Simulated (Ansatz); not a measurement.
# LaAsRuO: the cost of one run

All numbers are computed with Ansatz 0.2.0 through its Python package. Level of theory: DFT PBE+D3(BJ) with three-body term, plane waves, PAW.

### 1 The structure

Symmetry: P4/nmm, No. 129, tetragonal system. Conventional cell: a = 4.188 Å, b = 4.188 Å, c = 9.116 Å, α = 90.00°, β = 90.00°, γ = 90.00°. La (site symmetry 4mm) has 4 Ru at 2.84 Å and 1 As at 3.14 Å in its first shell of neighbours. Around As (site symmetry 4mm) lie 4 O at 2.15 Å and 4 As at 3.13 Å and 1 La at 3.14 Å. Ru (site symmetry -4m2) has 4 La at 2.84 Å and 4 Ru at 2.96 Å in its first shell of neighbours. O (site symmetry -4m2) is surrounded by 4 As at 2.15 Å.

Input file laasruo.xyz:

```xyz
8
Lattice="4.187572 0.0 0.0 0.0 4.187572 0.0 0.0 0.0 9.115854" Properties=species:S:1:pos:R:3 pbc="T T T"
La    0.00000000    2.09378600    7.20003878
La    2.09378600    0.00000000    1.91581522
As    0.00000000    2.09378600    4.05824146
As    2.09378600    0.00000000    5.05761254
Ru    0.00000000    0.00000000    0.00000000
Ru    2.09378600    2.09378600    0.00000000
O     0.00000000    0.00000000    4.55792700
O     2.09378600    2.09378600    4.55792700
```

### 2 The code

pdos.py reads:

```python
"""Which atoms and shells make the states of LaAsRuO."""

import ansatz as az
import matplotlib.pyplot as plt
import numpy as np

xtal = az.Crystal.from_extxyz("laasruo.xyz")

model = (
    xtal.calculation()
    .kpoints(7, 7, 3)
    .functional("PBE", dispersion="d3bjatm")
    .occupations("fermi_dirac", width=0.05)
    .scf(extra_bands=22)
    .density_of_states(projected=True, energy_step=0.05)
)
planned = model.session().plan(threads=1)
facts = planned.describe()
print("plan:", facts["n_bands"], "bands,", len(facts["kpoints_frac"]), "k-points, plane waves", facts["n_pw_range"], "grid", facts["fft_dense"])
out = planned.execute()
r = out.report

dos = out.density_of_states()
energy = np.asarray(dos.energies_ev) - dos.fermi_ev
curves = {}
for site in out.projected_density_of_states().sites:
    for shell in site.shells:
        weight = sum(np.sum(curve.g_bin_mean_per_ev, axis=0) for curve in shell.curves)
        name = f"{site.species} {shell.label}"
        curves[name] = curves.get(name, 0) + weight

window = (energy > -6) & (energy < 6)
fig, ax = plt.subplots(figsize=(5.5, 3.5))
for name, g in curves.items():
    if g[window].max() > 0.05:
        ax.plot(energy[window], g[window], label=name, lw=1)
        print(f"{name:8s} peak {g[window].max():7.3f} states/eV at {energy[window][g[window].argmax()]:6.2f} eV")
ax.set(xlabel="E - E_F (eV)", ylabel="states/eV")
ax.legend(fontsize=7)
fig.tight_layout()
fig.savefig("pdos.png", dpi=100)
```

### 3 Launch

Started as:

```console
python pdos.py
```

Q: Estimate wall time and peak memory on 1 thread of Arm Neoverse V1, shared host.

About 20 s, with a peak of 0.63 GiB.
